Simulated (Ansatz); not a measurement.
**CHFGa (sextet): the correlation ladder, cc-pVTZ**

The task here is to estimate one member of a computed series from the others.

The runs use Ansatz 0.2.0, Gaussian basis; cc-pVTZ, core rule «outside noble gas», up to 16 orbitals frozen.

Plan: UHF; CCSD(T) on ROHF; CCSD(T) on UHF; BCCD(T) on ROHF; CCSDT(Q) on ROHF; CCSDT(Q) on UHF.

6 further runs of the same task are left out: 1 for a known fault of the program, 5 set aside as unsound or not needed. Runs told in other sessions of the task aren't counted.

**The geometry**

The geometry is a PBE0/def2-TZVP stationary point (not a proven minimum) of the parent state, kept for this charge and spin. No spin-orbit coupling is included. The filled d shell of Ga may be among the frozen orbitals whatever the setting's name suggests.

4 atoms, charge 0, spin multiplicity 6.

Atoms are counted from 1 here; the program's logs count them from 0.

Bond lengths: C1–Ga2 1.933 Å, Ga2–F3 1.750 Å, Ga2–H4 1.548 Å. Angles: C1–Ga2–F3 114.3°, C1–Ga2–H4 126.5°, F3–Ga2–H4 119.1°.

The first run:

Input file in.yaml:

```yaml
crystal:
  periodic: [false, false, false]
  atoms:
    - {symbol: C, position_ang: [0.000000, -0.853315, 1.664130]}
    - {symbol: Ga, position_ang: [0.000000, 0.280570, 0.099192]}
    - {symbol: F, position_ang: [0.000000, -0.587217, -1.420473]}
    - {symbol: H, position_ang: [0.000000, 1.828378, 0.082706]}
basis:
  gaussian: {orbitals: cc-pVTZ}
magnetization: {spin_polarized: true, initial_magnetization: 5}
hamiltonian: {xc: hf}
output: {orbitals: {seedname: orbitals}}
```

Launch:

```sh
> ansatz run in.yaml --threads 1 --pin off --events-out ev --progress --plain --max-ram 2816MiB --backend cpu
```

Among the steps run: UHF; CCSD(T) on ROHF; CCSD(T) on UHF; BCCD(T) on ROHF; CCSDT(Q) on ROHF; CCSDT(Q) on UHF.

One of the session's tables, all rows but one given; the rest of the session is left out.

| method | from RCCSDT(Q) (meV) |
| --- | --- |
| ROHF | +11391.3 |
| UHF | +11303.7 |
| RMP2 | +951.8 |
| UMP2 | +931.2 |
| RCCSD | +454.3 |
| UCCSD | +434.5 |
| RCCSD(T) | +53.9 |
| UCCSD(T) | ? |
| BCCD(T) | +48.3 |
| RCCSDT | +11.9 |
| UCCSDT | -5.4 |
| RCCSDT(Q) | 0 |
| UCCSDT(Q) | -29.4 |

Q: Estimate the row for UCCSD(T) from the others.

The run gave: from RCCSDT(Q) (meV): +35.7. In the column «from RCCSDT(Q) (meV)» it lies between RCCSDT (+11.9) and BCCD(T) (+48.3).

Limits of these values: Restricted and unrestricted rows rest on different reference determinants; a gap between their highest levels can come from leftover correlation error, from unlike frozen cores or from another state.
